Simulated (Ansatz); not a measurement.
The system is HfIn4SiO6.

```xyz
12
Lattice="2.7159 -4.7036 0.0083 2.7159 4.7036 0.0083 -1.8792 0.0000 7.4013" Properties=species:S:1:pos:R:3 pbc="T T T"
Hf    2.7159   -2.7125    0.0083
In    1.7763   -1.1453    3.7090
In    2.7159    0.4231    0.0083
In    1.7763    2.0313    3.7090
In    1.7763   -4.3098    3.7090
Si    2.7159    3.5589    0.0083
O    -1.1497    0.2444    6.4159
O     4.7022    0.2444    1.0021
O     1.9910   -1.2091    6.4253
O     1.5616   -1.2091    0.9927
O     1.8741    2.2355    0.9933
O     1.6785    2.2355    6.4246
```

The cell was built by a generator and needn't be a form met in nature.

Base run:

```yaml
Program: Ansatz 0.2.0
Functional: PBE
Potentials_or_basis: Ansatz PAW
Cutoff: "420 eV (not typed: the program's choice for these potentials)"
k_mesh: 6 × 6 × 4
Occupations: fermi-dirac, width 0.05 eV
Spin: no spin polarisation
Hubbard_terms: Hf d U = 8 eV
```

Its results: band gap on the k mesh none (metal or under the smearing width); pressure 2.2 GPa; largest force 0.448 eV/Å.

Q: After a change of settings the same cell gave: band gap on the k mesh none (metal or under the smearing width); pressure 0.0 GPa; largest force 0.013 eV/Å. Which change was it?
A. hubbard terms from Hf d U = 8 eV to Hf d U = 6 eV
B. hubbard terms from Hf d U = 8 eV to none; hubbard projectors from ortho-atomic (the default) to none
C. functional from PBE to RPBE; hubbard terms from Hf d U = 8 eV to none; hubbard projectors from ortho-atomic (the default) to none

A: B.

Caveats: U without spin polarisation on a metal has little footing (some runs).

The runs don't all hold the same shells in valence.
